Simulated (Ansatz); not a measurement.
**CH5S2Si (charge +1): rotation by 180° about the Si2–S3 bond**

Wanted: the energy profile along the rotation by 180° about the Si2–S3 bond, from relaxed end points and a band of images. SMILES of the start: C=[SiH]S[SH2+].

Method: RKS BHLYP-D4/6-31G*, in Ansatz 0.2.0.

## (1) The structure to begin with

Bond lengths: C1–Si2 1.748 Å, Si2–S3 2.303 Å, S3–S4 2.040 Å, C1–H5 1.082 Å, C1–H6 1.078 Å, Si2–H7 1.444 Å, S4–H8 1.366 Å, S4–H9 1.363 Å. Angles: C1–Si2–S3 106.0°, C1–Si2–H7 155.4°, S3–Si2–H7 98.3°, Si2–C1–H5 122.2°, Si2–C1–H6 121.7°, H5–C1–H6 114.7°, Si2–S3–S4 100.8°, S3–S4–H8 101.3°, S3–S4–H9 99.4°, H8–S4–H9 91.3°.

As a file:

```xyz
9

C     0.0169    1.7315    0.3461
Si    1.2377    0.8700   -0.5620
S     0.8976   -1.3648   -0.1208
S    -1.1409   -1.4471   -0.1110
H    -0.5257    1.2726    1.1616
H    -0.0887    2.8022    0.2803
H     2.3052    0.7324   -1.5251
H    -1.3856   -1.8988    1.1550
H    -1.3166   -2.6979   -0.6240
```

## (2) Relaxing end A

Input file input.yaml:

```yaml
crystal:
  periodic: [false, false, false]
  atoms:
    - { symbol: C, position_ang: [0.01692, 1.73149, 0.34611] }
    - { symbol: Si, position_ang: [1.2377, 0.86997, -0.56196] }
    - { symbol: S, position_ang: [0.89758, -1.36485, -0.12078] }
    - { symbol: S, position_ang: [-1.14087, -1.44714, -0.111] }
    - { symbol: H, position_ang: [-0.52567, 1.27262, 1.16155] }
    - { symbol: H, position_ang: [-0.08871, 2.80221, 0.28026] }
    - { symbol: H, position_ang: [2.30524, 0.73242, -1.52508] }
    - { symbol: H, position_ang: [-1.38562, -1.89881, 1.15496] }
    - { symbol: H, position_ang: [-1.31656, -2.6979, -0.62405] }
total_charge: 1
basis:
  gaussian: { orbitals: "6-31G*" }
hamiltonian:
  xc: { name: BHLYP }
  dispersion: d4
relax:
  f_tol: 0.015
  max_steps: 40
output:
  orbitals: {}
```

Launch:

```
ansatz run input.yaml --threads 1 --pin off --max-ram 2048MiB --backend cpu --events-out ev --progress --plain --runs-dir out
```

What it wrote, cut to the lines that bear on the results:

```text
Warning: RAYON_NUM_THREADS=1 ignored (pool sized by the plan → 1); use --threads N
[...]
Functional definition: BHLYP
[...]
855 factors; integrals over basis functions are off by at most 7.0e-4 eV
[...]
mean field -30654.37254408 eV, -1126.5274127149 hartree, gradient 4.9e-5 eV, S^2 0.000000; 0 other end points of the search recorded, 0 dependent functions left out
[...]
reference -30654.37270984 eV, -1126.5274188065 hartree; 28, 28 occupied and 54, 54 virtual orbitals, 855 factors
relax step   1: F+E_penalty+E_count = -30654.70285726 eV  Δ(F+E_penalty+E_count) = +0.000e0 eV  max|allowed force component| = 2.047e0 eV/Å  Δτ_max = 0.0000 Å  (28 SCF iters, accepted)
[...]
relax step   4: F+E_penalty+E_count = -30655.04095905 eV  Δ(F+E_penalty+E_count) = -4.485e-2 eV  max|allowed force component| = 7.563e-1 eV/Å  Δτ_max = 0.2000 Å  (33 SCF iters, accepted)
[...]
relax step   7: F+E_penalty+E_count = -30655.10134064 eV  Δ(F+E_penalty+E_count) = -1.365e-2 eV  max|allowed force component| = 1.008e-1 eV/Å  Δτ_max = 0.0999 Å  (32 SCF iters, accepted)
[...]
relax step  10: F+E_penalty+E_count = -30655.12754965 eV  Δ(F+E_penalty+E_count) = -1.266e-2 eV  max|allowed force component| = 1.371e-1 eV/Å  Δτ_max = 0.2000 Å  (31 SCF iters, accepted)
[...]
relax step  13: F+E_penalty+E_count = -30655.13659436 eV  Δ(F+E_penalty+E_count) = +1.064e-3 eV  max|allowed force component| = 2.606e-1 eV/Å  Δτ_max = 0.0973 Å  (33 SCF iters, rejected (line search))
[...]
relax step  14: F+E_penalty+E_count = -30655.14320604 eV  Δ(F+E_penalty+E_count) = -5.547e-3 eV  max|allowed force component| = 1.253e-1 eV/Å  Δτ_max = 0.0486 Å  (32 SCF iters, accepted)
[...]
855 factors; integrals over basis functions are off by at most 7.3e-4 eV
mean field -30654.83090446 eV, -1126.5442571481 hartree, gradient 2.5e-5 eV, S^2 0.000000; 0 other end points of the search recorded, 0 dependent functions left out
[...]
```

## (3) The log goes on: end point A relaxed

Output, continued, cut to the lines that bear on the results:

```text
reference -30654.83107106 eV, -1126.5442632706 hartree; 28, 28 occupied and 54, 54 virtual orbitals, 855 factors
relax step  15: F+E_penalty+E_count = -30655.14691883 eV  Δ(F+E_penalty+E_count) = -3.713e-3 eV  max|allowed force component| = 7.759e-2 eV/Å  Δτ_max = 0.0480 Å  (31 SCF iters, accepted)
[...]
relax step  17: F+E_penalty+E_count = -30655.15295612 eV  Δ(F+E_penalty+E_count) = -2.480e-3 eV  max|allowed force component| = 3.906e-1 eV/Å  Δτ_max = 0.1125 Å  (32 SCF iters, accepted)
[...]
relax step  19: F+E_penalty+E_count = -30655.15531193 eV  Δ(F+E_penalty+E_count) = -5.205e-4 eV  max|allowed force component| = 6.317e-2 eV/Å  Δτ_max = 0.0159 Å  (27 SCF iters, accepted)
[...]
relax step  21: F+E_penalty+E_count = -30655.15698165 eV  Δ(F+E_penalty+E_count) = -9.037e-4 eV  max|allowed force component| = 4.674e-2 eV/Å  Δτ_max = 0.0183 Å  (28 SCF iters, accepted)
[...]
Total energy: -30655.15737065 eV, -1126.5562545594 hartree
Atom 0 at     0.375018     2.078826     0.531750 Å, force     0.001622    -0.005425    -0.000303 eV/Å
Atom 1 at     0.843956     0.769096    -0.440083 Å, force    -0.002983    -0.003874     0.009312 eV/Å
Atom 2 at     0.607342    -1.155502     0.514540 Å, force    -0.001405     0.005297    -0.002096 eV/Å
Atom 3 at    -1.079229    -1.991087    -0.498696 Å, force     0.001195     0.000136     0.000053 eV/Å
Atom 4 at    -0.053817     1.944459     1.511415 Å, force    -0.001051     0.001004     0.000906 eV/Å
Atom 5 at     0.547027     3.100792     0.230404 Å, force     0.000387     0.001800    -0.002006 eV/Å
Atom 6 at     1.393647     0.708657    -1.788079 Å, force     0.001812     0.001024    -0.005717 eV/Å
Atom 7 at    -1.933189    -2.180405     0.518358 Å, force     0.000753    -0.000089     0.000583 eV/Å
Atom 8 at    -0.700746    -3.274827    -0.579597 Å, force    -0.000329     0.000126    -0.000732 eV/Å
Dipole moment:    -0.626978    -0.692042    -0.183167 e Å
```

Wall time 3.6 min (1 thread of Intel Xeon at 2.50GHz (Skylake/Cascade Lake), shared host); peak memory 0.18 GiB.

The steps of the relaxation:

```tsv
step	energy from step 1 (eV)	largest force component (eV/Å)
1	0.0000	2.0472
2	-0.1973	0.9312
3	-0.2933	1.0474
4	-0.3381	0.7563
5x	-0.3320	0.4360
6	-0.3848	0.2318
7	-0.3985	0.1008
8	-0.4027	0.3349
9	-0.4120	0.1739
10	-0.4247	0.1371
11x	-0.4012	0.3559
12	-0.4348	0.1182
13x	-0.4337	0.2606
14	-0.4403	0.1253
15	-0.4441	0.0776
16	-0.4476	0.1090
17	-0.4501	0.3906
18	-0.4519	0.0617
19	-0.4525	0.0632
20	-0.4532	0.1336
21	-0.4541	0.0467
22	-0.4543	0.0333
23x	-0.4543	0.0229
24	-0.4543	0.0159
25	-0.4543	0.0093
```

Step 1 is the start. 4 steps were tried and not accepted (5, 11, 13, 23; marked x where the table lists them).

After: Bond lengths: C1–Si2 1.697 Å, Si2–S3 2.161 Å, S3–S4 2.138 Å, C1–H5 1.078 Å, C1–H6 1.079 Å, Si2–H7 1.457 Å, S4–H8 1.341 Å, S4–H9 1.341 Å. Angles: C1–Si2–S3 113.8°, C1–Si2–H7 131.8°, S3–Si2–H7 114.4°, Si2–C1–H5 122.3°, Si2–C1–H6 121.8°, H5–C1–H6 115.8°, Si2–S3–S4 103.0°, S3–S4–H8 101.4°, S3–S4–H9 100.4°, H8–S4–H9 95.2°.

## (4) End point B

The second end starts from a geometry with the move made by hand.

Input file input.yaml:

```yaml
crystal:
  periodic: [false, false, false]
  atoms:
    - { symbol: C, position_ang: [0.01692, 1.73149, 0.34611] }
    - { symbol: Si, position_ang: [1.2377, 0.86997, -0.56196] }
    - { symbol: S, position_ang: [0.89758, -1.36485, -0.12078] }
    - { symbol: S, position_ang: [2.82299, -2.02532, 0.01607] }
    - { symbol: H, position_ang: [-0.52567, 1.27262, 1.16155] }
    - { symbol: H, position_ang: [-0.08871, 2.80221, 0.28026] }
    - { symbol: H, position_ang: [2.30524, 0.73242, -1.52508] }
    - { symbol: H, position_ang: [2.85601, -2.96488, -0.97525] }
    - { symbol: H, position_ang: [2.6616, -2.98938, 0.96635] }
total_charge: 1
basis:
  gaussian: { orbitals: "6-31G*" }
hamiltonian:
  xc: { name: BHLYP }
  dispersion: d4
relax:
  f_tol: 0.015
  max_steps: 40
```

Launch:

```
ansatz run input.yaml --threads 1 --pin off --max-ram 2048MiB --backend cpu --events-out ev --progress --plain --runs-dir out
```

What it wrote, cut to the lines that bear on the results:

```text
Warning: RAYON_NUM_THREADS=1 ignored (pool sized by the plan → 1); use --threads N
[...]
Functional definition: BHLYP
[...]
857 factors; integrals over basis functions are off by at most 5.8e-4 eV
[...]
mean field -30654.35564679 eV, -1126.5267917512 hartree, gradient 6.2e-5 eV, S^2 0.000000; 0 other end points of the search recorded, 0 dependent functions left out
[...]
reference -30654.35581250 eV, -1126.5267978408 hartree; 28, 28 occupied and 54, 54 virtual orbitals, 857 factors
relax step   1: F+E_penalty+E_count = -30654.66806575 eV  Δ(F+E_penalty+E_count) = +0.000e0 eV  max|allowed force component| = 1.937e0 eV/Å  Δτ_max = 0.0000 Å  (28 SCF iters, accepted)
[...]
relax step   3: F+E_penalty+E_count = -30655.01075230 eV  Δ(F+E_penalty+E_count) = -1.507e-1 eV  max|allowed force component| = 1.168e0 eV/Å  Δτ_max = 0.1126 Å  (32 SCF iters, accepted)
[...]
Total energy: -30655.15732388 eV, -1126.5562528407 hartree
Atom 0 at     0.224042     1.583353     0.460573 Å, force     0.004856     0.007002    -0.001061 eV/Å
Atom 1 at     1.118516     0.768505    -0.728911 Å, force     0.004971     0.001046    -0.005041 eV/Å
Atom 2 at     0.895798    -1.378488    -0.659920 Å, force     0.003063    -0.013704    -0.006515 eV/Å
Atom 3 at     2.787587    -2.042083     0.084685 Å, force    -0.001250     0.003341     0.004038 eV/Å
Atom 4 at    -0.341285     1.061093     1.214983 Å, force    -0.004473     0.001728     0.002423 eV/Å
Atom 5 at     0.139423     2.659254     0.469210 Å, force    -0.003085     0.002644     0.005595 eV/Å
Atom 6 at     1.977411     1.255328    -1.801183 Å, force    -0.002904    -0.004535     0.002646 eV/Å
Atom 7 at     2.963095    -3.149639    -0.650348 Å, force    -0.002780     0.002035    -0.002066 eV/Å
Atom 8 at     2.419074    -2.693043     1.198181 Å, force     0.001602     0.000442    -0.000019 eV/Å
Dipole moment:     0.633192    -0.665499     0.250461 e Å
```

It took 78 s on 1 thread of Intel Xeon at 2.50GHz (Skylake/Cascade Lake), shared host; peak memory 0.18 GiB.

Relaxation path:

```tsv
step	energy from step 1 (eV)	largest force component (eV/Å)
1	0.0000	1.9365
2	-0.1920	1.3127
3	-0.3427	1.1676
4	-0.3892	0.6384
5	-0.4667	0.3144
6	-0.4786	0.2006
7	-0.4847	0.2049
8	-0.4887	0.0466
9	-0.4891	0.0137
```

Step 1 is the start.

After: Bond lengths: C1–Si2 1.697 Å, Si2–S3 2.160 Å, S3–S4 2.139 Å, C1–H5 1.078 Å, C1–H6 1.079 Å, Si2–H7 1.458 Å, S4–H8 1.341 Å, S4–H9 1.341 Å. Angles: C1–Si2–S3 113.6°, C1–Si2–H7 131.8°, S3–Si2–H7 114.6°, Si2–C1–H5 122.3°, Si2–C1–H6 121.7°, H5–C1–H6 115.9°, Si2–S3–S4 103.2°, S3–S4–H8 100.4°, S3–S4–H9 101.3°, H8–S4–H9 95.2°.

## (5) The band

crystal.atoms is end A as relaxed above, and neb.final_atoms is end B, turned to lie on A. With 7 inner images the band has 9 in all.

Input file input.yaml:

```yaml
crystal:
  periodic: [false, false, false]
  atoms:
    - { symbol: C, position_ang: [0.375018, 2.078826, 0.53175] }
    - { symbol: Si, position_ang: [0.843956, 0.769096, -0.440083] }
    - { symbol: S, position_ang: [0.607342, -1.155502, 0.51454] }
    - { symbol: S, position_ang: [-1.079229, -1.991087, -0.498696] }
    - { symbol: H, position_ang: [-0.053817, 1.944459, 1.511415] }
    - { symbol: H, position_ang: [0.547027, 3.100792, 0.230404] }
    - { symbol: H, position_ang: [1.393647, 0.708657, -1.788079] }
    - { symbol: H, position_ang: [-1.933189, -2.180405, 0.518358] }
    - { symbol: H, position_ang: [-0.700746, -3.274827, -0.579597] }
total_charge: 1
basis:
  gaussian: { orbitals: "6-31G*" }
hamiltonian:
  xc: { name: BHLYP }
  dispersion: d4
neb:
  order_check: false
  images: 7
  f_tol: 0.03
  max_iterations: 43
  initial_path: idpp
  final_atoms:
    - { symbol: C, position_ang: [0.65115587, 1.9733213, 0.67011823] }
    - { symbol: Si, position_ang: [0.40733049, 0.94443097, -0.65685843] }
    - { symbol: S, position_ang: [-1.26907144, -0.39561192, -0.41622668] }
    - { symbol: S, position_ang: [-0.33600525, -2.2981912, -0.12771308] }
    - { symbol: H, position_ang: [0.06016244, 1.90446384, 1.56871157] }
    - { symbol: H, position_ang: [1.37034638, 2.77746734, 0.63991715] }
    - { symbol: H, position_ang: [1.10035565, 0.826114, -1.93364413] }
    - { symbol: H, position_ang: [-1.17078328, -3.08584762, -0.82089406] }
    - { symbol: H, position_ang: [-0.81348186, -2.64613771, 1.07660142] }
```

Launch:

```
ansatz run input.yaml --threads 1 --pin off --max-ram 2048MiB --backend cpu --events-out ev --progress --plain --runs-dir out
```

What it wrote, cut to the lines that bear on the results:

```text
Warning: RAYON_NUM_THREADS=1 ignored (pool sized by the plan → 1); use --threads N
[...]
Functional definition: BHLYP
[...]
854 factors; integrals over basis functions are off by at most 6.3e-4 eV
[...]
mean field -30654.84485053 eV, -1126.5447696570 hartree, gradient 5.5e-5 eV, S^2 0.000000; 0 other end points of the search recorded, 0 dependent functions left out
[...]
reference -30654.84501817 eV, -1126.5447758177 hartree; 28, 28 occupied and 54, 54 virtual orbitals, 854 factors
854 factors; integrals over basis functions are off by at most 5.5e-4 eV
[...]
mean field -30654.84492871 eV, -1126.5447725299 hartree, gradient 5.6e-5 eV, S^2 0.000000; 0 other end points of the search recorded, 0 dependent functions left out
[...]
reference -30654.84509849 eV, -1126.5447787692 hartree; 28, 28 occupied and 54, 54 virtual orbitals, 854 factors
[...]
Total energy: -30654.99826642 eV, -1126.5504075868 hartree
Atom 0 at     1.160709     2.009833     0.733244 Å, force     0.008455    -0.001158    -0.007480 eV/Å
Atom 1 at     0.430273     0.843631    -0.229375 Å, force     0.002458     0.000700     0.001271 eV/Å
Atom 2 at    -0.405873    -0.913825     0.824082 Å, force     0.003794     0.008692     0.001644 eV/Å
Atom 3 at    -1.155575    -1.985150    -0.797066 Å, force    -0.001020    -0.004998     0.007016 eV/Å
Atom 4 at     1.245678     1.954283     1.805530 Å, force    -0.005265    -0.000418     0.000779 eV/Å
Atom 5 at     1.586215     2.885621     0.267732 Å, force    -0.001856     0.002985     0.004669 eV/Å
Atom 6 at     0.195708     0.685907    -1.661794 Å, force    -0.002897    -0.002079     0.002205 eV/Å
Atom 7 at    -2.398123    -2.271042    -0.379601 Å, force    -0.000860    -0.002012    -0.004439 eV/Å
Atom 8 at    -0.659001    -3.209250    -0.562740 Å, force    -0.002811    -0.001712    -0.005665 eV/Å
Dipole moment:    -0.567967    -0.956801    -0.494147 e Å
this run last wrote the band of iteration 12 to <dir>
```

It took 12 min on 1 thread of Intel Xeon at 2.50GHz (Skylake/Cascade Lake), shared host; peak memory 0.18 GiB.

## (6) What the band shows

Images 0 and 8 are the ends. Energies count from image 0; the path length is the program's own measure over all atoms.

```tsv
image	path (Å)	energy (eV)	dihedral C1–Si2–S3–S4 (°)	band force (eV/Å)
0	0.000	0.0000	107	-
1	0.611	0.0151	125	0.009
2	1.221	0.0628	143	0.019
3	1.832	0.1259	161	0.017
4*	2.442	0.1591	180	0.009
5	3.046	0.1265	-161	0.021
6	3.650	0.0642	-143	0.022
7	4.255	0.0162	-126	0.010
8	4.859	0.0001	-108	-
```

The star marks the climbing image.

image, energy (eV) and a bar:
```
        0      0.000 
        1      0.015 ###
        2      0.063 ############
        3      0.126 ########################
        4      0.159 ##############################
        5      0.127 ########################
        6      0.064 ############
        7      0.016 ###
        8      0.000
```

The top of the band by iteration:

```tsv
iteration	highest image above image 0 (eV)	largest band force (eV/Å)
1	0.5668	1.414
2	0.3332	0.849
3	0.2460	0.448
4	0.1894	0.318
5	0.1655	0.327
6	0.1614	0.225
7	0.1606	0.175
8	0.1598	0.075
9	0.1594	0.060
10	0.1592	0.056
11	0.1593	0.033
12	0.1591	0.022
```

The band as a trajectory file:

```xyz
9
image=0 dE=0.0000
C     0.375    2.079    0.532
Si    0.844    0.769   -0.440
S     0.607   -1.156    0.515
S    -1.079   -1.991   -0.499
H    -0.054    1.944    1.511
H     0.547    3.101    0.230
H     1.394    0.709   -1.788
H    -1.933   -2.180    0.518
H    -0.701   -3.275   -0.580
9
image=1 dE=0.0151
C     0.561    2.115    0.633
Si    0.712    0.786   -0.406
S     0.416   -1.124    0.565
S    -1.118   -2.026   -0.608
H     0.232    2.025    1.655
H     0.863    3.104    0.321
H     1.071    0.673   -1.814
H    -2.070   -2.267    0.306
H    -0.666   -3.287   -0.651
9
image=2 dE=0.0628
C     0.752    2.119    0.703
Si    0.598    0.800   -0.338
S     0.208   -1.103    0.646
S    -1.133   -2.022   -0.704
H     0.559    2.071    1.762
H     1.133    3.061    0.336
H     0.736    0.635   -1.781
H    -2.202   -2.288    0.062
H    -0.651   -3.273   -0.687
9
image=3 dE=0.1259
C     0.955    2.088    0.736
Si    0.505    0.817   -0.270
S    -0.063   -1.049    0.746
S    -1.144   -2.003   -0.772
H     0.907    2.059    1.812
H     1.371    2.987    0.307
H     0.434    0.627   -1.715
H    -2.315   -2.282   -0.180
H    -0.650   -3.244   -0.666
9
image=4 dE=0.1591
C     1.161    2.010    0.733
Si    0.430    0.844   -0.229
S    -0.406   -0.914    0.824
S    -1.156   -1.985   -0.797
H     1.246    1.954    1.806
H     1.586    2.886    0.268
H     0.196    0.686   -1.662
H    -2.398   -2.271   -0.380
H    -0.659   -3.209   -0.563
9
image=5 dE=0.1265
C     1.338    1.881    0.697
Si    0.363    0.893   -0.253
S    -0.712   -0.700    0.816
S    -1.173   -1.987   -0.770
H     1.514    1.734    1.749
H     1.790    2.760    0.263
H     0.012    0.854   -1.669
H    -2.450   -2.272   -0.477
H    -0.682   -3.165   -0.356
9
image=6 dE=0.0642
C     1.468    1.734    0.629
Si    0.291    0.965   -0.304
S    -0.918   -0.497    0.767
S    -1.185   -1.993   -0.701
H     1.701    1.458    1.645
H     1.982    2.603    0.247
H    -0.153    1.111   -1.685
H    -2.477   -2.285   -0.495
H    -0.710   -3.097   -0.103
9
image=7 dE=0.0162
C     1.556    1.582    0.531
Si    0.209    1.057   -0.351
S    -1.058   -0.331    0.723
S    -1.182   -1.992   -0.606
H     1.823    1.173    1.492
H     2.159    2.408    0.187
H    -0.306    1.411   -1.668
H    -2.477   -2.308   -0.461
H    -0.724   -2.999    0.153
9
image=8 dE=0.0001
C     1.135    1.760    0.616
Si    0.064    1.101   -0.523
S    -1.315   -0.334    0.316
S    -0.606   -2.199   -0.453
H     1.158    1.432    1.643
H     1.794    2.578    0.368
H    -0.112    1.351   -1.948
H    -1.770   -2.819   -0.698
H    -0.348   -2.871    0.679
```

## (7) Frequencies at the highest image

The geometry is the highest inner image of the first converged band.

Input file input.yaml:

```yaml
crystal:
  periodic: [false, false, false]
  atoms:
    - { symbol: C, position_ang: [1.160709, 2.009833, 0.733244] }
    - { symbol: Si, position_ang: [0.430273, 0.843631, -0.229375] }
    - { symbol: S, position_ang: [-0.405873, -0.913825, 0.824082] }
    - { symbol: S, position_ang: [-1.155575, -1.98515, -0.797066] }
    - { symbol: H, position_ang: [1.245678, 1.954283, 1.80553] }
    - { symbol: H, position_ang: [1.586215, 2.885621, 0.267732] }
    - { symbol: H, position_ang: [0.195708, 0.685907, -1.661794] }
    - { symbol: H, position_ang: [-2.398123, -2.271042, -0.379601] }
    - { symbol: H, position_ang: [-0.659001, -3.20925, -0.56274] }
total_charge: 1
basis:
  gaussian: { orbitals: "6-31G*" }
hamiltonian:
  xc: { name: BHLYP }
  dispersion: d4
phonons: {}
```

Launch:

```
ansatz run input.yaml --threads 1 --pin off --max-ram 2048MiB --backend cpu --events-out ev --progress --plain --runs-dir out
```

What it wrote, cut to the lines that bear on the results:

```text
Warning: RAYON_NUM_THREADS=1 ignored (pool sized by the plan → 1); use --threads N
[...]
Functional definition: BHLYP
[...]
858 factors; integrals over basis functions are off by at most 7.0e-4 eV
[...]
mean field -30654.68621957 eV, -1126.5389400764 hartree, gradient 2.6e-5 eV, S^2 0.000000; 0 other end points of the search recorded, 0 dependent functions left out
[...]
reference -30654.68638567 eV, -1126.5389461805 hartree; 28, 28 occupied and 54, 54 virtual orbitals, 858 factors
[...]
858 factors; integrals over basis functions are off by at most 7.0e-4 eV
mean field -30654.68620820 eV, -1126.5389396586 hartree, gradient 1.9e-6 eV, S^2 0.000000; 0 other end points of the search recorded, 0 dependent functions left out
[...]
reference -30654.68637430 eV, -1126.5389457630 hartree; 28, 28 occupied and 54, 54 virtual orbitals, 858 factors
[...]
858 factors; integrals over basis functions are off by at most 7.0e-4 eV
[...]
WARN: phonons: modes at or below zero, which the zero-point energy, F, S and C_V leave out: 1, the lowest at -96.83 cm⁻¹. A minimum has none, and a first-order saddle one
[...]
Total energy: -30654.99828298 eV, -1126.5504081954 hartree
Atom 0 at     1.160709     2.009833     0.733244 Å, force     0.008388    -0.001222    -0.007550 eV/Å
Atom 1 at     0.430273     0.843631    -0.229375 Å, force     0.002492     0.000761     0.001416 eV/Å
Atom 2 at    -0.405873    -0.913825     0.824082 Å, force     0.003804     0.008669     0.001655 eV/Å
Atom 3 at    -1.155575    -1.985150    -0.797066 Å, force    -0.000960    -0.004959     0.006928 eV/Å
Atom 4 at     1.245678     1.954283     1.805530 Å, force    -0.005238    -0.000372     0.000806 eV/Å
Atom 5 at     1.586215     2.885621     0.267732 Å, force    -0.001835     0.002970     0.004643 eV/Å
Atom 6 at     0.195708     0.685907    -1.661794 Å, force    -0.002918    -0.002070     0.002164 eV/Å
Atom 7 at    -2.398123    -2.271042    -0.379601 Å, force    -0.000911    -0.002026    -0.004437 eV/Å
Atom 8 at    -0.659001    -3.209250    -0.562740 Å, force    -0.002821    -0.001752    -0.005625 eV/Å
Dipole moment:    -0.567967    -0.956805    -0.494149 e Å
Vibrations: -96.83 128.35 131.35 215.55 218.32 450.89 493.24 595.94 676.12 824.09 855.38 859.66 877.42 1051.41 1309.79 1456.96 2424.15 2766.09 2769.69 3273.06 3370.32 cm⁻¹, zero-point energy 1.534166 eV
```

Run time: 5.3 min. Hardware: 1 thread of Intel Xeon at 2.50GHz (Skylake/Cascade Lake), shared host; peak memory 0.18 GiB.

Of 21 modes, 1 is imaginary by more than 30 cm⁻¹ (97i cm⁻¹).

## (8) What came out

| quantity | value |
| --- | --- |
| end A | 20 moves, 0.454 eV lower |
| end B | 8 moves, 0.489 eV lower |
| barrier forwards | 0.16 eV |
| barrier backwards | 0.16 eV |
| second end relative to first | 0.000 eV |
| highest image | 4 of 0 to 8, climbing |
| band iterations | 12 |
| imaginary modes at the top | 97i cm⁻¹ |

What this shows: Along this path the system climbs 0.16 eV from the first end (6 kT at 300 K); with a typical attempt rate of 10^13 per second that is roughly 10^10 events a second. The two ends lie within 1 meV of each other. The listed dihedral goes from 107° at end A through 180° at the highest image to -108° at end B; the relaxed ends differ by 144° in it rather than the 180° set up, and other torsions can move along the band as well. One imaginary mode, as a first-order saddle point has. Zero-point energy and entropy are left out.
